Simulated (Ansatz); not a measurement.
# AlH₂Se radical (SMILES [AlH2][Se]): functionals against CCSD(T) at one geometry

One table from this session's results is given with a row withheld; the runs are named, their logs left out.

The runs use Ansatz 0.2.0, Gaussian basis; single points in def2-TZVPP.

Correlated methods freeze the cores. Filled d shells of the heavier atoms are correlated. Orbitals are unrestricted. B3LYP uses VWN-RPA correlation.

## Starting geometry

4 atoms, charge 0, spin multiplicity 2.

Atoms are counted from 1 here; the program's logs count them from 0.

Bond lengths: Al1–Se2 2.349 Å, Al1–H3 1.766 Å, Al1–H4 1.907 Å. Angles: Se2–Al1–H3 123.7°, Se2–Al1–H4 127.4°, H3–Al1–H4 108.8°.

Coordinates:

```xyz
4
charge 0, multiplicity 2
Al   -0.07040    0.06340    0.01840
Se    1.96500    0.67100    1.02160
H    -1.10840    1.19280   -0.85610
H    -0.81900   -1.68540   -0.11280
```

The first run:

The input, run/in.yaml:

```yaml
crystal:
  periodic: [false, false, false]
  atoms:
    - {symbol: Al, position_ang: [-0.070400, 0.063400, 0.018400]}
    - {symbol: Se, position_ang: [1.965000, 0.671000, 1.021600]}
    - {symbol: H, position_ang: [-1.108400, 1.192800, -0.856100]}
    - {symbol: H, position_ang: [-0.819000, -1.685400, -0.112800]}
basis:
  gaussian: {orbitals: def2-TZVPP}
magnetization: {spin_polarized: true, initial_magnetization: 1}
correlation: {method: ccsd_t}
scf: {omitted_lower_state_checks: [cluster_reference]}
output: {forces: true}
```

Run with:

```console
ansatz run in.yaml --threads 4 --pin off --events-out ev --progress --plain --max-ram 5222MiB
```

Among the steps run: CCSD(T)/def2-TZVPP; PBE0-D4/def2-TZVPP; wB97M-V/def2-TZVPP; r2SCAN-D4/def2-TZVPP; PBE-D4/def2-TZVPP; BHLYP-D4/def2-TZVPP; B3LYP-D4/def2-TZVPP.

One of the session's tables, all rows but one given; the rest of the session is left out.

| method | RMS force component (eV/Å) | angle to CCSD(T) forces (°) | dipole (D) |
| --- | --- | --- | --- |
| CCSD(T) | 1.115 | reference | 0.44 |
| PBE0-D4 | 1.043 | 3.5 | 0.30 |
| wB97M-V | ? | ? | ? |
| r2SCAN-D4 | 1.027 | 6.3 | 0.19 |
| PBE-D4 | 0.889 | 7.1 | 0.19 |
| BHLYP-D4 | 1.153 | 2.1 | 0.41 |
| B3LYP-D4 | 1.022 | 2.4 | 0.28 |

**Question.** Estimate the row for wB97M-V.

**Answer.** RMS force component (eV/Å): 1.163; angle to CCSD(T) forces (°): 2.0; dipole (D): 0.44. In the column «RMS force component (eV/Å)» it is the highest.

Caveats from the session: CCSD(T) in triple zeta still lacks some correlation energy of the bonds, so part of these gaps is its own basis error and they don't rank the functionals.
